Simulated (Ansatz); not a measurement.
# C2H9AlBN: the cost of one run

Method: RKS PBE-D4/6-31G*, in Ansatz 0.2.0.

1 further run of the same task is left out (it didn't finish).

## 1. Starting point

Bond lengths: B1–N2 1.505 Å, N2–C3 1.451 Å, C3–C4 1.530 Å, C4–Al5 2.066 Å, B1–H6 1.146 Å, B1–H7 1.225 Å, N2–H8 1.031 Å, C3–H9 1.176 Å, C3–H10 1.103 Å, C4–H11 1.133 Å, C4–H12 1.053 Å, Al5–H13 1.654 Å, Al5–H14 1.583 Å. Angles (14 of 21 angles, heavy atoms first): B1–N2–C3 109.6°, N2–C3–C4 114.4°, C3–C4–Al5 109.1°, B1–N2–H8 104.9°, C3–N2–H8 106.9°, N2–B1–H6 125.9°, N2–B1–H7 117.7°, N2–C3–H9 108.4°, N2–C3–H10 112.0°, C4–C3–H9 106.4°, C4–C3–H10 110.0°, C3–C4–H11 108.0°, C3–C4–H12 112.8°, Al5–C4–H11 105.3°.

Structure file:

```xyz
14

B    -0.6460    0.8755    2.1237
N    -0.5184   -0.0762    0.9642
C     0.6748    0.2416    0.2029
C     0.9244   -0.6781   -0.9941
Al   -0.5839   -0.4083   -2.3803
H     0.1256    1.0275    2.9571
H    -1.6418    1.5880    2.1694
H    -0.3624   -1.0000    1.3953
H     1.6069    0.1266    0.9099
H     0.6900    1.2953   -0.1217
H     0.8174   -1.7491   -0.6405
H     1.8453   -0.4898   -1.4681
H    -1.5775    0.9008   -2.1916
H    -1.3674   -1.6829   -2.8974
```

## 2. Relaxing end A

File input.yaml:

```yaml
crystal:
  periodic: [false, false, false]
  atoms:
    - { symbol: B, position_ang: [-0.646, 0.8755, 2.1237] }
    - { symbol: "N", position_ang: [-0.5184, -0.0762, 0.9642] }
    - { symbol: C, position_ang: [0.6748, 0.2416, 0.2029] }
    - { symbol: C, position_ang: [0.9244, -0.6781, -0.9941] }
    - { symbol: Al, position_ang: [-0.5839, -0.4083, -2.3803] }
    - { symbol: H, position_ang: [0.1256, 1.0275, 2.9571] }
    - { symbol: H, position_ang: [-1.6418, 1.588, 2.1694] }
    - { symbol: H, position_ang: [-0.3624, -1.0, 1.3953] }
    - { symbol: H, position_ang: [1.6069, 0.1266, 0.9099] }
    - { symbol: H, position_ang: [0.69, 1.2953, -0.1217] }
    - { symbol: H, position_ang: [0.8174, -1.7491, -0.6405] }
    - { symbol: H, position_ang: [1.8453, -0.4898, -1.4681] }
    - { symbol: H, position_ang: [-1.5775, 0.9008, -2.1916] }
    - { symbol: H, position_ang: [-1.3674, -1.6829, -2.8974] }
basis:
  gaussian: { orbitals: "6-31G*" }
hamiltonian:
  xc: pbe
  dispersion: d4
relax:
  f_tol: 0.015
  max_steps: 40
output:
  orbitals: {}
```

Run with:

```bash
ansatz run input.yaml --threads 2 --pin off --max-ram 3072MiB --backend cpu --events-out ev --progress --plain --runs-dir out
```

**Question.** How long does this run take on 2 threads of Intel Xeon 6975P-C (Granite Rapids), shared host, and how much memory does it need?

About 62 s, with a peak of 0.17 GiB.
